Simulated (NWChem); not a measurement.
# AlH2O2 (SMILES [OH][Al][OH]) at UB3LYP/def2-SVP (density fitting)

What is the electronic atomisation energy of AlH2O2 at UB3LYP/def2-SVP (density fitting)? 

The calculation is run with NWChem 7.3.0.

## Step 1: The system as given

AlH2O2: 5 atoms, total charge 0, spin state doublet. As SMILES, `[OH][Al][OH]`. Geometry: relaxed at PBE0-D4/def2-TZVP. This is one conformer, not always the lowest.

Bond lengths: O1–Al2 1.696 Å, Al2–O3 1.703 Å, O1–H4 0.958 Å, O3–H5 0.956 Å. Angles: O1–Al2–O3 119.0°, Al2–O1–H4 122.5°, Al2–O3–H5 123.1°.

## Step 2: The energy at UB3LYP/def2-SVP (density fitting) (run 1)

File sp.nw:

```
start sp
title "AlH2O2 energy"
memory stack 880 mb heap 220 mb global 1100 mb
charge 0

geometry noautosym nocenter noautoz
  O     -1.573500    -0.324600    -0.237500
  Al     0.018500    -0.825100     0.065000
  O      1.249400     0.348300     0.160000
  H     -1.809700     0.595800    -0.359200
  H      2.165100     0.131800     0.330400
end

basis spherical bse
  * library def2-SVP
end

basis "cd basis" spherical
  * library "dgauss a2 dft coulomb fitting"
end

dft
  xc b3lyp
  mult 2
  grid fine
  convergence energy 1e-08
  maxiter 100
  mulliken
  noprint "final vectors analysis"
end

task dft energy
```

Command:

```bash
nwchem sp.nw > sp.out
```

Output:

```text
[...]
          Wavefunction type:  spin polarized.
          No. of atoms     :     5
          No. of electrons :    31
[...]
          Charge           :     0
          Spin multiplicity:     2
[...]
          AO basis - number of functions:    56
[...]
              XC Information
              --------------
                         B3LYP Method XC Potential
                     Hartree-Fock (Exact) Exchange  0.200
                        Slater Exchange Functional  0.800 local
                    Becke 1988 Exchange Functional  0.720 non-local
              Lee-Yang-Parr Correlation Functional  0.810
                  VWN I RPA Correlation Functional  0.190 local
[...]
 d= 0,ls=0.0,diis     1   -393.8615692535 -4.87D+02  1.48D-02  2.47D-01     0.6
[...]
 d= 0,ls=0.0,diis    11   -393.9815980315 -3.47D-09  1.36D-07  9.07D-11     5.0
[...]
         Total DFT energy =     -393.981598031456
      One electron energy =     -732.407996132393
           Coulomb energy =      281.526460080719
    Exchange-Corr. energy =      -36.702439356903
 Nuclear repulsion energy =       93.602377377121
[...]
      Total Density - Mulliken Population Analysis
     ---------------------------------------------
    Atom       Charge   Shell Charges
 -----------   ------   -------------------------------------------------------
    1 O    8     8.45   1.99  1.07  0.64  2.89  1.85  0.01
    2 Al  13    12.48   2.00  1.98  0.82  0.28  5.92  0.73  0.46  0.29
    3 O    8     8.44   1.99  1.07  0.64  2.88  1.85  0.01
    4 H    1     0.82   0.68  0.08  0.07
    5 H    1     0.81   0.68  0.06  0.07
[...]
      <S2> =      0.7513 (Exact =     0.7500)
[...]
```

Wall time 5.7 s (1 thread of AMD EPYC 9R14 (Zen 4), shared host); peak memory 0.11 GiB.

## Step 3: The Al atom at the same level (run 2)

File al.nw:

```
start al
memory total 2200 mb
geometry units au noautosym nocenter noautoz
  Al  0.00000000  0.00000000  0.00000000
end
basis spherical bse
  * library def2-SVP
end
basis "cd basis" spherical
  * library "dgauss a2 dft coulomb fitting"
end
dft
  xc b3lyp
  mult 2
  grid fine
  convergence energy 1e-08
  maxiter 100
  mulliken
  noprint "final vectors analysis"
end
task dft energy
```

Run the same way, it converges to -242.32906 Eh (log not shown).

Run 3 isn't shown in full; the table further down has it.

## Step 4: The O atom, same level (run 4)

File o.nw:

```
start o
memory total 2200 mb

geometry units angstroms noautosym nocenter noautoz
  O      0.000000     0.000000     0.000000
end

basis spherical bse
  O library def2-SVP
end

basis "cd basis" spherical
  O library "dgauss a2 dft coulomb fitting"
end

dft
  xc b3lyp
  mult 3
  grid fine
  convergence energy 1e-08
  iterations 100
  mulliken
  print low
end

task dft energy
```

Run the same way, it converges to -75.00115 Eh (log not shown).

## Step 5: Overview of the runs

```tsv
run	partner	energy (Eh)	⟨S²⟩	wall time
1	base	-393.981598	0.751	5.7 s
2	atoms	-242.329060	0.753	0.88 s
3	atoms	-0.501429	0.750	0.64 s
4	atoms	-75.001151	2.002	0.72 s
```

## Step 6: What came out

At UB3LYP/def2-SVP (density fitting):

| quantity | value |
| --- | --- |
| O atom: total energy | -75.00115 Eh |
| O atom: ⟨S²⟩ | 2.002 |
| electronic atomisation energy | 17.616 eV |

What this shows: Taking the molecule apart into free atoms costs 17.62 eV (1700 kJ/mol), before zero-point energy and without spin-orbit coupling. All runs together took 8 s, the longest 5.7 s.
